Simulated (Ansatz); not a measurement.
Runs of Ansatz 0.2.0 on Ge2Sb2Te5. It takes space group P-3m1 (No. 164, trigonal). The conventional cell has a = 4.294 Å, b = 4.294 Å, c = 17.101 Å, α = 90.00°, β = 90.00°, γ = 120.00°. Around Te (site symmetry 3m) lie 3 Sb at 3.01 Å. Te (site symmetry 3m) has 3 Ge at 3.00 Å and 3 Sb at 3.20 Å as nearest neighbours. Te (site symmetry -3m) has 6 Ge at 3.04 Å as nearest neighbours. Around Sb (site symmetry 3m) lie 6 Te at 3.01 to 3.20 Å. Around Ge (site symmetry 3m) lie 6 Te at 3.00 to 3.04 Å. The cell comes from a database or a generator and needn't be the stable form of this composition.

| task | level | cell | k mesh | cutoff (eV) | points for each segment of the path | gap on the mesh (eV) | pressure (GPa) | relaxed volume (Å³/atom) | largest force (eV/Å) |
| --- | --- | --- | --- | --- | --- | --- | --- | --- | --- |
| band structure | RPBE | as given | 7 × 7 × 2 | 420 | 10 | 0.27 | 1.7 | - | 0.09 |
| relaxation of cell and atoms | LDA | relaxed | 7 × 7 × 2 | 420 | - | 0.07 | 0.0 | 28.26 | - |
| relaxation of cell and atoms | RPBE+D4 | relaxed | 7 × 7 × 2 | 420 | - | none | 0.0 | (b) | - |
| band structure | r2SCAN | as given | 7 × 7 × 2 | 500 | 10 | 0.22 | -0.5 | - | (a) |
| relaxation of cell and atoms | BLYP+D3(BJ) | relaxed | 7 × 7 × 2 | 420 | - | 0.28 | 0.0 | 30.81 | 0.01 |
| relaxation of cell and atoms | RPBE | relaxed | 5 × 5 × 2 | 420 | - | 0.95 | 0.0 | 36.26 | 0.01 |
| relaxation of cell and atoms | BLYP | relaxed | 5 × 5 × 2 | 420 | - | 0.94 | 0.0 | 39.62 | - |
| band structure | LDA | as given | 7 × 7 × 2 | 420 | 10 | 0.29 | -3.3 | - | 0.20 |

Alike in all rows: potentials or basis Ansatz PAW; no spin polarisation; smearing fermi-dirac 0.05 eV.

Question: Fill in the values left out.

Answer: (a) 0.27; (b) 28.29.

Caveats: the PAW data sets come from PBE, with cores solved anew for the run's functional, which leaves a small shift of forces and pressure; spin-orbit coupling is left out, which moves the levels of the heavy elements (some runs); the potentials were made for another functional, which shifts forces and pressure (some runs); the plane-wave basis is chosen anew once the cell has moved, so the energies of steps on either side of that aren't comparable (some runs); odd divisions of the mesh miss points on the zone boundary, where band edges often lie, so the gap on the mesh can be too wide (some runs); the volume moved by over 15 % at a fixed basis, so the end points are rough (some runs); pairwise dispersion overbinds metals, which lowers pressure and volume (some runs).

A k mesh can miss the band edges, and the runs leave out spin-orbit coupling on Ge, Sb, Te.

A gap of «none» marks a metal or a gap under the smearing width.

Not every run made on this cell is shown here.
